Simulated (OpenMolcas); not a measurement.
# BSiH4O2F (SMILES OB(F)O[SiH3]) at 6 levels

Aim: a comparison of 6 runs (HF/3-21G, B2PLYP/6-31G*, B3LYP/6-31G*, M06-2X/6-31G*, PBE0/6-31G*, SVWN5/6-31G*) of BSiH4O2F. 

The calculation is run with OpenMolcas 26.06.

## (1) The system as given

BSiH4O2F: 9 atoms, total charge 0, spin state singlet. As SMILES, `OB(F)O[SiH3]`. The coordinates come from a PBE0-D4/def2-TZVP relaxation. This is one conformer, not always the lowest.

Bond lengths: O1–B2 1.359 Å, B2–F3 1.334 Å, B2–O4 1.348 Å, O4–Si5 1.655 Å, O1–H6 0.960 Å, Si5–H7 1.480 Å, Si5–H8 1.484 Å, Si5–H9 1.484 Å. Some angles: O1–B2–F3 120.0°, O1–B2–O4 121.1°, F3–B2–O4 118.9°, B2–O4–Si5 131.9°, B2–O1–H6 113.4°, O4–Si5–H7 106.4°, O4–Si5–H8 110.2°, O4–Si5–H9 110.2°, H7–Si5–H8 110.1°, H7–Si5–H9 110.1°.

## (2) Energy and forces at HF/3-21G (run 1)

The input, job.input:

```
&GATEWAY
 BasLib = $CurrDir
 Coord
 9
 bohr
 O     -3.05020694     1.05201053     0.74455209
 B     -0.74719771     2.18660210     0.66650640
 F     -0.52402105     4.63134079     1.24325082
 O      1.33962685     0.88231313     0.01171630
 Si     1.76538215    -2.10685566    -0.80313360
 H     -4.38888892     2.17299607     1.23606986
 H      4.50113866    -2.40732211    -1.30561178
 H      0.29196269    -2.69777302    -3.11389071
 H      0.97925608    -3.80023924     1.28841527
 Basis = 3-21G
 Group = NoSym

&SEWARD

&SCF
 Thresholds = 1e-10 1e-07 1e-07 1e-05
 PrOrbitals = 1 2

&ALASKA
```

The basis set 3-21G is read from a file made from the Basis Set Exchange's data (not shown).

On the command line:

```
$ export MOLCAS_MEM=1860
$ pymolcas job.input > job.log
```

The log of the run:

```text
--- Start Module: gateway ---
[...]
--- Stop Module: gateway /rc=_RC_ALL_IS_WELL_ ---
[...]
      Basis functions           57
[...]
--- Start Module: scf ---
[...]
       Convergence after  13 Iterations
[...]
::    Total SCF energy                               -562.2928314922
[...]
      Total spin, S                                     0.0000000000
[...]
      Total electronic charge=   48.000000
      Total            charge=   -0.000000
[...]
      Dipole Moment (debye):
      Origin of the operator (angstrom)=    0.0295    0.4350    0.1051
                   X= -1.5675E+00               Y= -8.6534E-01               Z=  3.1018E-02           Total=  1.7908E+00
      Quadrupole Moment (debye*angstrom):
[...]
--- Stop Module: scf /rc=_RC_ALL_IS_WELL_ ---
--- Start Module: alaska ---
[...]
 *              Molecular gradients               *
 **************************************************
  Irreducible representation: a
 ------------------------------------------------------------------------------------------
                              X                       Y                       Z
 ------------------------------------------------------------------------------------------
  O1                9.84966023653477E-03   -1.82730131440056E-03   -2.01754937423185E-03
  B2               -2.03243812369049E-02    5.19111544448503E-04    3.35138382998346E-03
  F3                3.48310269320917E-03   -1.85764638743642E-02   -5.20491389832145E-03
  O4                4.96643996025981E-03   -9.45513766606920E-03   -3.16182240480645E-03
  SI5              -9.76547406595429E-03    2.12636024648969E-02    6.85701590167032E-03
  H6                1.18458407224273E-02    3.82268738425173E-03   -9.02299877504120E-04
  H7                1.20341606560892E-03    2.12963461733084E-03    3.42248452436134E-04
  H8               -7.06548609303193E-04    1.19898351700254E-03   -1.60904137810114E-04
[...]
--- Stop Module: alaska /rc=_RC_ALL_IS_WELL_ ---
[...]
```

It took 2 s on 1 thread of Intel Xeon 6975P-C (Granite Rapids), shared host; peak memory 0.39 GiB.

## (3) The energy at B2PLYP/6-31G(d) (spherical functions) (run 2)

The input, coord.xyz:

```xyz
9

O     -1.614100     0.556700     0.394000
B     -0.395400     1.157100     0.352700
F     -0.277300     2.450800     0.657900
O      0.708900     0.466900     0.006200
Si     0.934200    -1.114900    -0.425000
H     -2.322500     1.149900     0.654100
H      2.381900    -1.273900    -0.690900
H      0.154500    -1.427600    -1.647800
H      0.518200    -2.011000     0.681800
```

The input, mol.input:

```
* BFH4O2Si Kohn-Sham DFT

&GATEWAY
  BASLIB = $CurrDir
  COORD = coord.xyz
  BASIS = 6-31Gs
  GROUP = NoSym

&SEWARD
  GRIDINPUT
  Grid=UltraFine
  End of Grid

&SCF
  KSDFT = B2PLYP_SCF
  THRESHOLDS = 1e-10 1e-07 1e-07 1e-05
  PRORBITALS = 1 2

&MBPT2
  FROZEN = 9
```

The basis set 6-31G* is read from a file made from the Basis Set Exchange's data (not shown).

On the command line:

```
$ export MOLCAS_MEM=1860
$ pymolcas mol.input > mol.log
```

The log of the run:

```text
--- Start Module: gateway ---
[...]
--- Stop Module: gateway /rc=_RC_ALL_IS_WELL_ ---
[...]
      Basis functions           82
[...]
--- Start Module: scf ---
[...]
       Convergence after  14 Iterations
[...]
::    Total KS-DFT energy                            -566.6159088682
[...]
      Total spin, S                                     0.0000000000
[...]
      Total electronic charge=   48.000000
      Total            charge=   -0.000000
[...]
      Dipole Moment (debye):
      Origin of the operator (angstrom)=    0.0295    0.4350    0.1051
                   X= -1.2967E+00               Y= -4.7159E-01               Z=  8.6719E-02           Total=  1.3825E+00
      Quadrupole Moment (debye*angstrom):
[...]
--- Stop Module: scf /rc=_RC_ALL_IS_WELL_ ---
[...]
--- Start Module: mbpt2 ---
[...]
 ###    WARNING: MP2 implementation intended for RHF references only         ###
 ###############################################################################
MBPT2 WARNING: Reference function according to RunFile:KS-DFT
I'll assume you know what you're doing and continue
WARNING!
Default frozen orbitals as non valence orbitals is overwritten by user input.
Default values:   6
[...]
       Reference weight ( Cref**2 )         =        0.77930
::    Total MBPT2 energy                             -567.4270659765
[...]
      Total MBPT2 calculations                           0.17      0.20
--- Stop Module: mbpt2 /rc=_RC_ALL_IS_WELL_ ---
[...]
```

Run time: 16 s. Hardware: 1 thread of Intel Xeon 6975P-C (Granite Rapids), shared host; peak memory 0.45 GiB.

Run 3 isn't shown in full; the table further down has it.

## (4) Energy and gradient at M06-2X/6-31G(d) (spherical functions) (run 4)

The input, mol.input:

```
* BFH4O2Si Kohn-Sham DFT
>>> EXPORT MOLCAS_PRINT=2

&GATEWAY
 BasLib
 $CurrDir
 Coord
 9
 angstrom
 O       -1.614100       0.556700       0.394000
 B       -0.395400       1.157100       0.352700
 F       -0.277300       2.450800       0.657900
 O        0.708900       0.466900       0.006200
 Si       0.934200      -1.114900      -0.425000
 H       -2.322500       1.149900       0.654100
 H        2.381900      -1.273900      -0.690900
 H        0.154500      -1.427600      -1.647800
 H        0.518200      -2.011000       0.681800
 Basis
 6-31Gs
 Group
 NoSym

&SEWARD
 GridInput
 Grid=UltraFine
 End of Grid

&SCF
 KSDFT
 M062X
 Thresholds
 1e-10 1e-07 1e-07 1e-05
 PrOrbitals
 0

&ALASKA
```

The basis set 6-31G* is read from a file made from the Basis Set Exchange's data (not shown).

On the command line:

```
$ export MOLCAS_MEM=1860
$ pymolcas mol.input > mol.log
```

The log of the run:

```text
--- Start Module: gateway ---
[...]
--- Stop Module: gateway /rc=_RC_ALL_IS_WELL_ ---
[...]
      Basis functions           82
[...]
--- Start Module: scf ---
[...]
       Convergence after  14 Iterations
[...]
::    Total KS-DFT energy                            -567.0855137372
[...]
      Total spin, S                                     0.0000000000
[...]
      Total electronic charge=   48.000000
      Total            charge=   -0.000000
[...]
      Dipole Moment (debye):
      Origin of the operator (angstrom)=    0.0295    0.4350    0.1051
                   X= -1.2940E+00               Y= -4.5302E-01               Z=  9.0935E-02           Total=  1.3741E+00
      Quadrupole Moment (debye*angstrom):
[...]
--- Stop Module: scf /rc=_RC_ALL_IS_WELL_ ---
[...]
--- Start Module: alaska ---
[...]
 *              Molecular gradients               *
 **************************************************
  Irreducible representation: a
 ------------------------------------------------------------------------------------------
                              X                       Y                       Z
 ------------------------------------------------------------------------------------------
  O1               -2.89852358123532E-03    6.18594867758127E-03    1.99796365641242E-03
  B2                1.00752630968870E-03   -1.51691530309495E-03   -5.18533246597230E-04
  F3                6.27015382616558E-04   -1.57379867017582E-03   -5.00160840935848E-04
  O4               -2.82709676734072E-03   -5.39654312759286E-03   -9.16549849435899E-04
  SI5               4.45611277932301E-04    6.22081150821252E-03    1.48138609204196E-03
  H6                3.55264372286923E-03   -4.23945684298310E-03   -1.61719686120687E-03
  H7                1.71404167762113E-03    4.76312923892497E-04   -1.48902997129330E-04
  H8               -1.00092240981819E-03    2.39033883602691E-04   -1.14266185401091E-03
[...]
--- Stop Module: alaska /rc=_RC_ALL_IS_WELL_ ---
[...]
```

Wall time 28 s (1 thread of Intel Xeon 6975P-C (Granite Rapids), shared host); peak memory 0.46 GiB.

Run 5 isn't shown in full; the table further down has it.

## (5) Energy and forces at SVWN5/6-31G(d) (spherical functions) (run 6)

coord.xyz is that of step 3.

The input, job.inp:

```
* BFH4O2Si Kohn-Sham DFT

&GATEWAY
  BasLib=$CurrDir
  Coord=coord.xyz
  Basis=6-31Gs
  Group=NoSym

&SEWARD
  GridInput
  Grid=UltraFine
  End of Grid

&SCF
  KSDFT=SVWN5
  Thresholds=1e-10 1e-07 1e-07 1e-05
  PrOrbitals=1 2

&ALASKA
```

The basis set 6-31G* is read from a file made from the Basis Set Exchange's data (not shown).

On the command line:

```
$ export MOLCAS_MEM=1860
$ pymolcas job.inp > job.log
```

The log of the run:

```text
--- Start Module: gateway ---
[...]
--- Stop Module: gateway /rc=_RC_ALL_IS_WELL_ ---
[...]
      Basis functions           82
[...]
--- Start Module: scf ---
[...]
       Convergence after  16 Iterations
[...]
::    Total KS-DFT energy                            -564.0354445008
[...]
      Total spin, S                                     0.0000000000
[...]
      Total electronic charge=   48.000000
      Total            charge=   -0.000000
[...]
      Dipole Moment (debye):
      Origin of the operator (angstrom)=    0.0295    0.4350    0.1051
                   X= -1.3513E+00               Y= -3.7379E-01               Z=  1.1968E-01           Total=  1.4072E+00
      Quadrupole Moment (debye*angstrom):
[...]
--- Stop Module: scf /rc=_RC_ALL_IS_WELL_ ---
[...]
--- Start Module: alaska ---
[...]
 *              Molecular gradients               *
 **************************************************
  Irreducible representation: a
 ------------------------------------------------------------------------------------------
                              X                       Y                       Z
 ------------------------------------------------------------------------------------------
  O1               -1.29043746615718E-02    1.28729371279412E-02    5.24578794500086E-03
  B2                3.23999403724295E-03   -1.97316733718944E-03   -9.85889394965356E-04
  F3               -3.24241590946350E-04    5.25436039392702E-04    1.76095767485229E-04
  O4               -2.48321878979496E-03   -5.87379591982540E-03   -1.08771613597236E-03
  SI5               3.01554612341182E-03   -2.01759335522134E-03   -9.83295058397005E-04
  H6                1.10576305580303E-02   -1.10663352047378E-02   -4.50922554223965E-03
  H7               -5.44204848420726E-03    1.10185653363781E-03    1.12437758280060E-03
  H8                2.62846612067391E-03    2.08838569350278E-03    5.02428380848263E-03
[...]
--- Stop Module: alaska /rc=_RC_ALL_IS_WELL_ ---
[...]
```

It took 17 s on 1 thread of Intel Xeon 6975P-C (Granite Rapids), shared host; peak memory 0.46 GiB.

## (6) All runs side by side

```csv
run,level,task,frozen core orbitals,energy (Eh),dipole moment (D),HOMO energy (eV),LUMO energy (eV),wall time
1,HF/3-21G,gradient,–,-562.292831,1.79,-12.60,4.21,2 s
2,B2PLYP/6-31G* (spherical functions),energy,9,-566.834921,1.38,-10.41,1.75,16 s
3,B3LYP/6-31G* (spherical functions),gradient,–,-567.229818,1.36,-8.73,0.36,23 s
4,M06-2X/6-31G* (spherical functions),gradient,–,-567.085514,1.37,-10.41,1.36,28 s
5,PBE0/6-31G* (spherical functions),gradient,–,-566.791424,1.37,-9.01,0.56,22 s
6,SVWN5/6-31G* (spherical functions),gradient,–,-564.035445,1.41,-7.50,-0.52,17 s
```

## (7) Results

| quantity | value |
| --- | --- |
| run 6: total energy | -564.03544 Eh |
| run 6: dipole moment | 1.41 D |
| run 6: HOMO energy | -7.50 eV |
| run 6: LUMO energy | -0.52 eV |
| run 6: HOMO–LUMO gap | 6.98 eV |
| run 6: largest force on an atom | 0.975 eV/Å |

In words: The dipole moment (its size) runs from 1.36 D (B3LYP/6-31G*) to 1.79 D (HF/3-21G). The two ends differ in method and basis. The HOMO–LUMO gap runs from 6.98 eV (SVWN5/6-31G*) to 16.81 eV (HF/3-21G). For B2PLYP the log adds the whole second-order term; the table takes 0.27 of it, as the functional is defined. Totals of different functionals can't be ranked against each other. All runs together took 1.8 min, the longest 28 s.
